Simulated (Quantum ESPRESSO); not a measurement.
BiTe, 2 atoms in the cell. It takes space group R-3m (No. 166, trigonal). The conventional cell has a = 4.845 Å, b = 4.845 Å, c = 9.952 Å, α = 90.00°, β = 90.00°, γ = 120.00°. Bi (site symmetry -3m) is surrounded by 6 Te at 3.25 Å. Around Te (site symmetry -3m) lie 6 Bi at 3.25 Å. The cell comes from a database or a generator and needn't be the stable form of this composition.

```yaml
Program: Quantum ESPRESSO 7.5
Task: phonons
Functional: PBE
Potentials_or_basis: SPMS 1.0 PBE
Cutoff: 952 eV
Density_cutoff: 3810 eV
k_mesh: 6 × 6 × 6
Occupations: cold, width 0.2 eV
Spin: no spin polarisation
Mixing_beta: 0.5
Most_SCF_iterations: 120
SCF_threshold: 4e-10 Ry
```

Potentials or basis: SPMS 1.0 PBE.

Run with:

```console
$ OMP_NUM_THREADS=1 mpirun -n 4 pw.x -nk 4 -in pw.in > pw.out
$ OMP_NUM_THREADS=1 mpirun -n 4 pw.x -nk 4 -in scf2.in > scf2.out
$ OMP_NUM_THREADS=1 mpirun -n 4 ph.x -nk 4 -in ph.in > ph.out
$ OMP_NUM_THREADS=1 mpirun -n 1 dynmat.x -in dynmat.in > dynmat.out
```

Hardware: 4 MPI ranks on Arm Neoverse V2, on a shared host.

Estimate the wall time of this run.

Wall time 4.1 min on 4 MPI ranks on Arm Neoverse V2, with other jobs on the host, peak memory 0.4 GiB a rank. Counts: scf iterations 12, k pools 4, bands 23, k points 32, g dense 36033.
